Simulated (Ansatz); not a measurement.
# LaAl2Ge2: a relaxation

Wanted: a converged relaxation for LaAl2Ge2, and a check of what comes out. The structure is shown as the input types it.

Program: Ansatz 0.2.0. Level of theory: DFT PBEsol, scalar-relativistic, plane waves, PAW; settings changed (as first typed). These are calculated values, not measurements.

## Step 1: The structure to begin with

The structure is trigonal, space group P-3m1 (No. 164). The conventional cell has a = 4.311 Å, b = 4.311 Å, c = 7.036 Å, α = 90.00°, β = 90.00°, γ = 120.00°. La (site symmetry -3m) is surrounded by 6 Ge at 3.14 Å and 6 Al at 3.56 Å. Around Al (site symmetry 3m) lie 4 Ge at 2.57 to 2.58 Å. Around Ge (site symmetry 3m) lie 4 Al at 2.57 to 2.58 Å and 3 La at 3.14 Å.

Coordinates:

```cif
data_structure
_symmetry_space_group_name_H-M 'P 1'
_symmetry_Int_Tables_number 1
_cell_length_a 4.3113
_cell_length_b 4.3113
_cell_length_c 7.0363
_cell_angle_alpha 90.000
_cell_angle_beta 90.000
_cell_angle_gamma 120.000
_cell_volume 113.26
loop_
_atom_site_label
_atom_site_type_symbol
_atom_site_fract_x
_atom_site_fract_y
_atom_site_fract_z
_atom_site_occupancy
La1 La 0.00000 0.00000 0.00000 1
Al1 Al 0.33333 0.66667 0.63870 1
Al2 Al 0.66667 0.33333 0.36130 1
Ge1 Ge 0.33333 0.66667 0.27192 1
Ge2 Ge 0.66667 0.33333 0.72808 1
```

## Step 2: The run

Input file input.yaml:

```yaml
crystal:
  lattice:
    - [4.31127575, 0.0, 0.0]
    - [-2.15563788, 3.73367433, 0.0]
    - [0.0, 0.0, 7.03629984]
  atoms:
    - { symbol: La, position: [0.0, 0.0, 0.0] }
    - { symbol: Al, position: [0.3333333333, 0.6666666667, 0.6387] }
    - { symbol: Al, position: [0.6666666667, 0.3333333333, 0.3613] }
    - { symbol: Ge, position: [0.3333333333, 0.6666666667, 0.27192] }
    - { symbol: Ge, position: [0.6666666667, 0.3333333333, 0.72808] }
basis:
  ecutwfc: 420
kpoints:
  mp_grid: { grid: [9, 9, 6] }
hamiltonian:
  xc: pbesol
scf:
  occupations: { method: gaussian, width: 0.05 }
  max_iter: 75
output:
  forces: true
  eigenvalues: true
  stress: true
relax:
  adjacent_minimum: "off"
  f_tol: 0.005
  max_steps: 80
  cell: { stress_tol: 0.05 }
total_charge: 4
```

Launch:

```bash
$ ansatz run input.yaml --threads 8 --pin off --max-ram 14336MiB --backend cpu --events-out ev --progress --plain --runs-dir out
```

What happens when this is run?

The program finished normally. Convergence says nothing about whether the input makes sense.

Look at the input: total_charge is 4. With this charge the calculation describes a differently charged system.

The test: delete total_charge (the default then holds).
